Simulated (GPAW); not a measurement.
**PmS in GPAW: convergence with bands over the usual count**

Input of the first run (bands over the usual count 0.72); the others differ in this setting and in those tied to it:

run.py

```python
from ase.dft.bandgap import bandgap
from ase.io import read, write
from ase.units import GPa
from gpaw import GPAW, PW

atoms = read('POSCAR')
atoms.set_initial_magnetic_moments([4.0, 0.0])

calc = GPAW(mode=PW(800),
            xc='PBE',
            kpts={'size': (6, 6, 6), 'gamma': True},
            occupations={'name': 'fermi-dirac', 'width': 0.05},
            nbands=17,
            convergence={'density': 1e-05, 'energy': 1e-05},
            maxiter=100,
            txt='gpaw.txt')
atoms.calc = calc
energy = atoms.get_potential_energy()
forces = atoms.get_forces()
stress = atoms.get_stress()
calc.write('gs.gpw')
write('result.traj', atoms)
print(f'Energy: {energy:.6f} eV')
print('Forces (eV/A):')
print(forces.round(4))
print('Stress (GPa):', (stress / GPa).round(3))
print('Moments:', calc.get_magnetic_moments().round(3))
print('Fermi level:', round(calc.get_fermi_level(), 4), 'eV')
print(f'Gap: {bandgap(calc)[0]:.4f} eV, direct: {bandgap(calc, direct=True)[0]:.4f} eV')
```

POSCAR

```
PmS
1.0
    0.0000000000      2.8484763017      2.8484763017
    2.8484763017      0.0000000000      2.8484763017
    2.8484763017      2.8484763017      0.0000000000
Pm S
1 1
Direct
    0.0000000000      0.0000000000      0.0000000000
    0.5000000000      0.5000000000      0.5000000000
```

Potentials or basis: GPAW PAW data sets (gpaw-data 1.2.1), pw.

Command:

```sh
$ OMP_NUM_THREADS=1 python run.py
```

The cell comes from a database or a generator and needn't be the stable form of this composition.

Hardware: 1 thread of AMD EPYC 9R45 96-Core Processor (Zen 5) (shared host).

```csv
bands over the usual count,"energy less the tightest run, at zero smearing (meV/atom)",SCF cycles,CPU time (s),peak memory (GiB)
0.72,0.00,19,21,0.22
0.8,0.00,15,20,0.23
0.9,0.00,15,22,0.23
1,0.00,15,24,0.23
1.3,0.00,15,30,0.24
1.7,0.00,15,38,0.25
2.5,0.00,15,51,0.27
```

Against the tightest run, the energy stays within 1 meV/atom from 0.72 on. The tightest run that finished is the yardstick and may itself not be fully converged.

Caveat, for the tightest run too: one-centre terms of the f shell are cut off; the magnetic or orbital state may not be the lowest; spin-orbit coupling is left out, which moves the levels of the heavy elements; without U or exact exchange the open f shell lies at the Fermi level, which spoils levels, moments and volumes. The state reached can hang on the start; a lower one may exist.
